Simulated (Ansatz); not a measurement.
**Si₂H₅O₂ radical: geometry and vibrations**

The task is to find a stationary geometry of Si₂H₅O₂ radical, then compute its harmonic vibrations to see whether it is a minimum and to get the zero-point energy and entropy, and look at its orbitals and charge.

The runs use Ansatz 0.2.0, Gaussian basis; UKS PBE0-D4/def2-TZVP.

The runs, in order: relaxation at PBE-D4/def2-SVP; relaxation at PBE0-D4/def2-TZVP; harmonic vibrations at the same level; a single point in def2-TZVPP for the fields.

## 1. Where the work starts

SMILES `O[Si](O)[SiH3]`, 9 atoms, charge 0, spin multiplicity 2.

Atoms are counted from 1 here; the program's logs count them from 0.

Bond lengths: O1–Si2 1.599 Å, O1–H5 1.025 Å, Si2–O3 1.638 Å, Si2–Si4 2.327 Å, O3–H6 0.999 Å, Si4–H7 1.533 Å, Si4–H8 1.460 Å, Si4–H9 1.517 Å. Angles: Si2–O1–H5 116.7°, O1–Si2–O3 106.3°, O1–Si2–Si4 112.5°, O3–Si2–Si4 111.0°, Si2–O3–H6 117.5°, Si2–Si4–H7 108.4°, Si2–Si4–H8 111.1°, Si2–Si4–H9 110.4°, H7–Si4–H8 108.6°, H7–Si4–H9 106.5°, H8–Si4–H9 111.6°.

The start is a force-field geometry with small random shifts, so a cheaper pass at PBE-D4/def2-SVP comes first.

## 2. Relaxation at PBE-D4/def2-SVP (cheap first pass)

in.yaml

```yaml
crystal:
  periodic: [false, false, false]
  atoms:
    - {symbol: O, position_ang: [-1.410200, 1.316100, -0.318200]}
    - {symbol: Si, position_ang: [-0.208800, 0.406500, -0.852000]}
    - {symbol: O, position_ang: [1.113800, 1.371800, -0.895500]}
    - {symbol: Si, position_ang: [0.162200, -1.457300, 0.490100]}
    - {symbol: H, position_ang: [-1.580300, 2.194700, -0.817800]}
    - {symbol: H, position_ang: [1.453500, 1.728600, -0.026900]}
    - {symbol: H, position_ang: [-1.133200, -2.274100, 0.553800]}
    - {symbol: H, position_ang: [1.217300, -2.300800, -0.063000]}
    - {symbol: H, position_ang: [0.474300, -1.031800, 1.912400]}
basis:
  gaussian: {orbitals: def2-SVP}
magnetization: {spin_polarized: true, initial_magnetization: 1}
hamiltonian: {xc: pbe, dispersion: d4}
relax: {f_tol: 0.03, max_steps: 200}
```

Command:

```console
$ ansatz run in.yaml --threads 4 --pin off --events-out ev --progress --plain --max-ram 10444MiB
```

Log, cut to the lines that bear on the results:

```text
Functional definition: PBE
  name "PBE"
  cite "Perdew, Burke & Ernzerhof, Phys. Rev. Lett. 77, 3865 (1996) doi:10.1103/PhysRevLett.77.3865"
  parent pbe
[...]
968 factors; their error is unknown
[...]
mean field -19910.19283471 eV, -731.6860910620 hartree, gradient 6.6e-6 eV, S^2 0.751972; 0 other end points of the search recorded, 0 dependent functions left out
[...]
reference -19910.19287275 eV, -731.6860924600 hartree; 25, 24 occupied and 64, 65 virtual orbitals, 968 factors
relax step   1: F+E_penalty+E_count = -19910.38325209 eV  Δ(F+E_penalty+E_count) = +0.000e0 eV  max|allowed force component| = 3.197e0 eV/Å  Δτ_max = 0.0000 Å  (30 SCF iters, accepted)
[...]
relax step   8: F+E_penalty+E_count = -19910.74907695 eV  Δ(F+E_penalty+E_count) = -1.907e-3 eV  max|allowed force component| = 1.119e-1 eV/Å  Δτ_max = 0.0751 Å  (30 SCF iters, accepted)
[...]
relax step  15: F+E_penalty+E_count = -19910.75436640 eV  Δ(F+E_penalty+E_count) = -6.647e-4 eV  max|allowed force component| = 1.910e-1 eV/Å  Δτ_max = 0.0486 Å  (30 SCF iters, accepted)
[...]
relax step  22: F+E_penalty+E_count = -19910.77780420 eV  Δ(F+E_penalty+E_count) = -7.168e-3 eV  max|allowed force component| = 7.038e-1 eV/Å  Δτ_max = 0.1547 Å  (35 SCF iters, accepted)
[...]
relax step  28: F+E_penalty+E_count = -19910.80577163 eV  Δ(F+E_penalty+E_count) = +6.289e-3 eV  max|allowed force component| = 1.823e-1 eV/Å  Δτ_max = 0.0806 Å  (31 SCF iters, rejected (line search))
[...]
relax step  29: F+E_penalty+E_count = -19910.81387050 eV  Δ(F+E_penalty+E_count) = -1.809e-3 eV  max|allowed force component| = 1.529e-2 eV/Å  Δτ_max = 0.0350 Å  (31 SCF iters, accepted)
968 factors; their error is unknown
[...]
mean field -19910.62709419 eV, -731.7020498037 hartree, gradient 1.0e-5 eV, S^2 0.752048; 1 other end points of the search recorded, 0 dependent functions left out
[...]
reference -19910.62713097 eV, -731.7020511552 hartree; 25, 24 occupied and 64, 65 virtual orbitals, 968 factors
Total energy: -19910.81390727 eV, -731.7089150579 hartree
Atom 0 at    -1.145958     1.638004    -0.230427 Å, force     0.000285    -0.000553    -0.003234 eV/Å
Atom 1 at     0.017403     0.537119    -0.794650 Å, force    -0.015290     0.014270     0.004946 eV/Å
Atom 2 at     1.505775     1.271333    -0.508305 Å, force     0.008464     0.000526     0.002591 eV/Å
Atom 3 at     0.065680    -1.459704     0.502601 Å, force     0.005581    -0.011711    -0.001861 eV/Å
Atom 4 at    -2.043524     1.475077    -0.572425 Å, force    -0.001964     0.002219    -0.001301 eV/Å
Atom 5 at     1.525484     2.228979    -0.692996 Å, force     0.000013    -0.007443    -0.001065 eV/Å
Atom 6 at    -1.279776    -2.124222     0.356702 Å, force     0.006034     0.000289     0.000876 eV/Å
Atom 7 at     1.115213    -2.388219    -0.047457 Å, force    -0.002010    -0.000117     0.005832 eV/Å
Atom 8 at     0.328305    -1.224667     1.969857 Å, force    -0.001113     0.002521    -0.006784 eV/Å
Dipole moment:    -0.275316     0.216826    -0.200283 e Å
```

Wall time 29 s (4 threads of Arm Neoverse V2, shared host).

Along the way: (the energy doesn't fall at every step)

```
step  energy from step 1 (eV)  largest force component (eV/Å)
   1                   0.0000                          3.1969
   2                  -0.2662                          1.5461
   3                  -0.3361                          0.3293
   4                  -0.3557                          0.2505
   5                  -0.3620                          0.1127
   6                  -0.3636                          0.0533
   7                  -0.3639                          0.3134
   8                  -0.3658                          0.1119
   9                  -0.3666                          0.1214
  10                  -0.3685                          0.0385
  11                  -0.3649                          0.5756
  12                  -0.3695                          0.0338
  13                  -0.3689                          0.3024
  14                  -0.3705                          0.0347
  15                  -0.3711                          0.1910
  16                  -0.3720                          0.1503
  17                  -0.3728                          0.2314
  18                  -0.3685                          0.4339
  19                  -0.3786                          0.1024
  20                  -0.3858                          0.2779
  21                  -0.3874                          0.5582
  22                  -0.3946                          0.7038
  23                  -0.4005                          0.6480
  24                  -0.4105                          0.2522
  25                  -0.4186                          0.7137
  26                  -0.4020                          0.4305
  27                  -0.4288                          0.1435
  28                  -0.4225                          0.1823
  29                  -0.4306                          0.0153
```

Close pairs (by a distance rule), those that changed most:

```
   bond  before (Å)  after (Å)  change (Å)
 O1–Si2       1.599      1.698      +0.099
Si2–Si4       2.327      2.382      +0.055
  O1–H5       1.025      0.974      -0.051
 Si2–O3       1.638      1.684      +0.046
 Si4–H8       1.460      1.505      +0.046
 Si4–H7       1.533      1.508      -0.025
  O3–H6       0.999      0.975      -0.023
 Si4–H9       1.517      1.509      -0.008
```

## 3. Optimising with PBE0-D4/def2-TZVP

in.yaml

```yaml
crystal:
  periodic: [false, false, false]
  atoms:
    - {symbol: O, position_ang: [-1.145958, 1.638004, -0.230427]}
    - {symbol: Si, position_ang: [0.017403, 0.537119, -0.794650]}
    - {symbol: O, position_ang: [1.505775, 1.271333, -0.508305]}
    - {symbol: Si, position_ang: [0.065680, -1.459704, 0.502601]}
    - {symbol: H, position_ang: [-2.043524, 1.475077, -0.572425]}
    - {symbol: H, position_ang: [1.525484, 2.228979, -0.692996]}
    - {symbol: H, position_ang: [-1.279776, -2.124222, 0.356702]}
    - {symbol: H, position_ang: [1.115213, -2.388219, -0.047457]}
    - {symbol: H, position_ang: [0.328305, -1.224667, 1.969857]}
basis:
  gaussian: {orbitals: def2-TZVP}
magnetization: {spin_polarized: true, initial_magnetization: 1}
hamiltonian: {xc: pbe0, dispersion: d4}
relax: {f_tol: 0.005, max_steps: 150}
```

Launched as before.

Log, cut to the lines that bear on the results:

```text
Functional definition: PBE0
  name "PBE0"
  cite "Adamo & Barone, J. Chem. Phys. 110, 6158 (1999) doi:10.1063/1.478522"
  cite "Perdew, Burke & Ernzerhof, Phys. Rev. Lett. 77, 3865 (1996) doi:10.1103/PhysRevLett.77.3865"
  parent pbe
[...]
1058 factors; their error is unknown
[...]
mean field -19923.10866638 eV, -732.1607391214 hartree, gradient 6.0e-5 eV, S^2 0.754484; 0 other end points of the search recorded, 0 dependent functions left out
[...]
reference -19923.10869995 eV, -732.1607403549 hartree; 25, 24 occupied and 141, 142 virtual orbitals, 1058 factors
relax step   1: F+E_penalty+E_count = -19923.26722942 eV  Δ(F+E_penalty+E_count) = +0.000e0 eV  max|allowed force component| = 9.083e-1 eV/Å  Δτ_max = 0.0000 Å  (29 SCF iters, accepted)
[...]
Total energy: -19923.33288913 eV, -732.1689791554 hartree
Atom 0 at    -1.122134     1.622444    -0.267443 Å, force    -0.001135     0.000808     0.000013 eV/Å
Atom 1 at     0.024057     0.532226    -0.765759 Å, force    -0.001847     0.001340    -0.001135 eV/Å
Atom 2 at     1.473202     1.273789    -0.525774 Å, force     0.001370    -0.002808     0.001352 eV/Å
Atom 3 at     0.064324    -1.456452     0.512112 Å, force     0.000957    -0.000197    -0.000132 eV/Å
Atom 4 at    -2.020295     1.474247    -0.569142 Å, force     0.002696    -0.001275     0.000220 eV/Å
Atom 5 at     1.506237     2.222275    -0.670995 Å, force    -0.001054     0.002238    -0.000608 eV/Å
Atom 6 at    -1.268565    -2.103319     0.362570 Å, force     0.000758     0.000051     0.000841 eV/Å
Atom 7 at     1.095634    -2.364984    -0.054868 Å, force    -0.001309     0.000523     0.001078 eV/Å
Atom 8 at     0.336142    -1.246525     1.962198 Å, force    -0.000436    -0.000680    -0.001628 eV/Å
Dipole moment:    -0.278984     0.184905    -0.159697 e Å
```

Wall time 31 s (4 threads of Arm Neoverse V2, shared host); peak memory 0.46 GiB.

Along the way:

```
step  energy from step 1 (eV)  largest force component (eV/Å)
   1                   0.0000                          0.9083
   2                  -0.0371                          0.7438
   3                  -0.0540                          0.4867
   4                  -0.0592                          0.5439
   5                  -0.0631                          0.3376
   6                  -0.0655                          0.0147
   7                  -0.0645                          0.0557
   8                  -0.0656                          0.0143
   9                  -0.0656                          0.0039
  10                  -0.0656                          0.0073
  11                  -0.0656                          0.0028
```

The force was under the threshold of 0.005 eV/Å already at step 9, but the program went on to step 11.

Distances of close pairs at the start and the end, largest changes first:

```
   bond  before (Å)  after (Å)  change (Å)
 O1–Si2       1.698      1.659      -0.040
 Si2–O3       1.684      1.645      -0.039
 Si4–H9       1.509      1.490      -0.019
 Si4–H8       1.505      1.487      -0.019
 Si4–H7       1.508      1.489      -0.019
Si2–Si4       2.382      2.364      -0.018
  O3–H6       0.975      0.960      -0.015
  O1–H5       0.974      0.959      -0.015
```

Mulliken charges at the end point, from the run's report:

```
atom  value (e)
  O1      -0.50
 Si2       0.39
  O3      -0.50
 Si4      -0.01
  H5       0.33
  H6       0.32
  H7      -0.02
  H8      -0.01
  H9      -0.01
```

## 4. Harmonic vibrations

in.yaml

```yaml
crystal:
  periodic: [false, false, false]
  atoms:
    - {symbol: O, position_ang: [-1.122134, 1.622444, -0.267443]}
    - {symbol: Si, position_ang: [0.024057, 0.532226, -0.765759]}
    - {symbol: O, position_ang: [1.473202, 1.273789, -0.525774]}
    - {symbol: Si, position_ang: [0.064324, -1.456452, 0.512112]}
    - {symbol: H, position_ang: [-2.020295, 1.474247, -0.569142]}
    - {symbol: H, position_ang: [1.506237, 2.222275, -0.670995]}
    - {symbol: H, position_ang: [-1.268565, -2.103319, 0.362570]}
    - {symbol: H, position_ang: [1.095634, -2.364984, -0.054868]}
    - {symbol: H, position_ang: [0.336142, -1.246525, 1.962198]}
basis:
  gaussian: {orbitals: def2-TZVP}
magnetization: {spin_polarized: true, initial_magnetization: 1}
hamiltonian: {xc: pbe0, dispersion: d4}
phonons: {temperatures: {t_min: 298.15, t_max: 900, t_step: 200}}
```

Launched as before.

Log, cut to the lines that bear on the results:

```text
Functional definition: PBE0
  name "PBE0"
  cite "Adamo & Barone, J. Chem. Phys. 110, 6158 (1999) doi:10.1063/1.478522"
  cite "Perdew, Burke & Ernzerhof, Phys. Rev. Lett. 77, 3865 (1996) doi:10.1103/PhysRevLett.77.3865"
  parent pbe
[...]
1058 factors; their error is unknown
[...]
mean field -19923.17348523 eV, -732.1631211700 hartree, gradient 7.9e-5 eV, S^2 0.754407; 0 other end points of the search recorded, 0 dependent functions left out
[...]
reference -19923.17351858 eV, -732.1631223959 hartree; 25, 24 occupied and 141, 142 virtual orbitals, 1058 factors
[...]
1058 factors; their error is unknown
mean field -19923.17327055 eV, -732.1631132808 hartree, gradient 2.7e-6 eV, S^2 0.754409; 0 other end points of the search recorded, 0 dependent functions left out
[...]
reference -19923.17330391 eV, -732.1631145069 hartree; 25, 24 occupied and 141, 142 virtual orbitals, 1058 factors
[...]
Atom 1 at     0.024057     0.532226    -0.765759 Å, force    -0.001815     0.001347    -0.001158 eV/Å
Atom 2 at     1.473202     1.273789    -0.525774 Å, force     0.001355    -0.002821     0.001357 eV/Å
Atom 3 at     0.064324    -1.456452     0.512112 Å, force     0.000950    -0.000209    -0.000144 eV/Å
Atom 4 at    -2.020295     1.474247    -0.569142 Å, force     0.002731    -0.001266     0.000231 eV/Å
Atom 5 at     1.506237     2.222275    -0.670995 Å, force    -0.001058     0.002235    -0.000608 eV/Å
Atom 6 at    -1.268565    -2.103319     0.362570 Å, force     0.000763     0.000055     0.000843 eV/Å
Atom 7 at     1.095634    -2.364984    -0.054868 Å, force    -0.001310     0.000528     0.001080 eV/Å
Atom 8 at     0.336142    -1.246525     1.962198 Å, force    -0.000431    -0.000678    -0.001613 eV/Å
Dipole moment:    -0.278985     0.184904    -0.159695 e Å
Vibrations: 99.50 127.07 173.78 184.22 250.51 326.07 394.65 495.56 507.43 781.71 798.89 845.86 883.07 921.63 933.10 937.53 2199.19 2216.27 2229.40 3896.71 3914.16 cm⁻¹, zero-point energy 1.433030 eV
```

It took 86 s on 4 threads of Arm Neoverse V2, shared host.

Motions are named by where the mode's potential energy lies. Wavenumbers, unscaled:

```
mode  cm⁻¹                  motion
   1   100                 torsion
   2   127                    bend
   3   174       bend with torsion
   4   184                 torsion
   5   251                 torsion
   6   326       torsion with bend
   7   395           Si–Si stretch
   8   496                    bend
   9   507                    bend
  10   782  bend with Si–O stretch
  11   799                    bend
  12   846                    bend
  13   883  Si–O stretch with bend
  14   922  Si–O stretch with bend
  15   933       bend with torsion
  16   938  bend with Si–O stretch
  17  2199            Si–H stretch
  18  2216            Si–H stretch
  19  2229            Si–H stretch
  20  3897             O–H stretch
  21  3914             O–H stretch
```

From these modes and the moments of inertia (298.15 K, 1 bar, symmetry number 1):

```
                          term            value
             zero-point energy    33.0 kcal/mol
                    H(298) − E    38.3 kcal/mol
entropy, electronic degeneracy    5.8 J/(mol K)
          entropy, translation  165.4 J/(mol K)
             entropy, rotation  110.8 J/(mol K)
            entropy, vibration   73.5 J/(mol K)
                entropy, total  355.4 J/(mol K)
```

## 5. Orbitals, density and potential

Changes to in.yaml since step 4:

```diff
@@ -13,5 +13,5 @@
 basis:
-  gaussian: {orbitals: def2-TZVP}
+  gaussian: {orbitals: def2-TZVPP}
 magnetization: {spin_polarized: true, initial_magnetization: 1}
 hamiltonian: {xc: pbe0, dispersion: d4}
-phonons: {temperatures: {t_min: 298.15, t_max: 900, t_step: 200}}
+output: {orbitals: {seedname: orbitals}}
```

Same command.

Log:

```text
Functional definition: PBE0
  name "PBE0"
  cite "Adamo & Barone, J. Chem. Phys. 110, 6158 (1999) doi:10.1063/1.478522"
  cite "Perdew, Burke & Ernzerhof, Phys. Rev. Lett. 77, 3865 (1996) doi:10.1103/PhysRevLett.77.3865"
  parent pbe
  parameter a = 0.25
  parameter kappa = 0.804
  parameter beta = 0.06672455060314922
  exchange = (1 - a)*pbe_x(kappa = kappa, mu = beta*pi^2/3) + a*exact_x
  correlation = pbe_c(beta = beta)
1179 factors; their error is unknown
mean field evaluation 1: about -19915.0052 eV, gradient 5.1e1 eV
mean field evaluation 2: about -19897.3575 eV, gradient 8.5e1 eV
mean field evaluation 4: about -19923.2162 eV, gradient 2.0e0 eV
mean field evaluation 8: about -19923.2755 eV, gradient 1.5e-1 eV
mean field evaluation 16: about -19923.2756 eV, gradient 5.1e-5 eV
mean field -19923.27556891 eV, -732.1668726761 hartree, gradient 5.1e-5 eV, S^2 0.754439; 0 other end points of the search recorded, 0 dependent functions left out
reference -19923.27560241 eV, -732.1668739073 hartree; 25, 24 occupied and 191, 192 virtual orbitals, 1179 factors
Total energy: -19923.43497344 eV, -732.1727306847 hartree
```

It took 3.1 s on 4 threads of Arm Neoverse V2, shared host; peak memory 0.64 GiB.

Orbitals, density, ELF and potential are computed afterwards from the orbital file.

Frontier orbitals at PBE0-D4/def2-TZVPP (alpha spin), with the share of their density that lies nearest to each atom:

```
orbital  energy (eV)                                    lies on
   HOMO        -5.38  Si2 56 %; Si4 14 %; O1, O3 about 9 % each
   LUMO        -0.10                Si2 27 %; H5 18 %; Si4 12 %
```

ELF in a plane through or near 5 of the atoms.

Ten even steps from '0' (0.00) to '9' (1.00):
```
0000000000000000000000000000
0000000000000000000000000000
0000000000000000000000000000
0000000000000001111000000000
0000000100000013554110000000
0000045663100027888665300000
0000268885300017845899710000
0001368886433116755898610000
0000146621048742477432100000
0000023126738951112100000000
0000023216538951134431000000
0000268972257743588875300000
0002699999832114766885310000
0001699999820003588763100000
0000389999710002599851000000
0000013664100001377520000000
0000000000000000012100000000
0000000000000000000000000000
0000000000000000000000000000
0000000000000000000000000000
```
The map spans 9.9 Å across and 9.3 Å up, centred on the molecule. Atoms in the plane (x, y in Å): O1 (1.6, -1.1), O3 (1.4, 1.5), Si4 (-1.5, 0.1), H5 (1.6, -2.0), H6 (2.3, 1.5).

On the surface of density 0.002 e/bohr³ the electrostatic potential runs, from the 1st to the 99th percentile, from -1.11 V near O3 to 2.39 V near H5.

The spin density lies nearest to Si2 62 %; Si4 12 %; O1, O3 about 8 % each.

## 6. What came out

| quantity | value |
| --- | --- |
| point group | C1 |
| steps | 29 + 11 |
| shift from the start (rms) | 0.488 Å |
| total energy | -19923.3329 eV |
| dispersion term | -159 meV |
| dipole moment | 1.78 D |
| lowest, highest wavenumber | 100, 3914 cm⁻¹ |
| zero-point energy | 33.0 kcal/mol |
| entropy at 298.15 K | 355.4 J/(mol K) |
| HOMO, LUMO (alpha spin) | -5.38, -0.10 eV |

The relaxed geometry lies 0.49 Å (rms) from the start; the bond that changed most is O1–H5, from 1.025 to 0.959 Å. All wavenumbers are real, so the end point is a minimum. The stiffest mode, 3914 cm⁻¹, is an O–H stretch, and 4 modes under 200 cm⁻¹ make the vibrational entropy uncertain. Harmonic hybrid wavenumbers usually lie a few per cent above measured fundamentals. The largest Mulliken charge, -0.50 e, sits on O3. The alpha HOMO lies mostly on Si2 56 %; Si4 14 % and the LUMO on Si2 27 %; H5 18 %. The unpaired spin sits mainly on Si2 62 %; Si4 12 %.
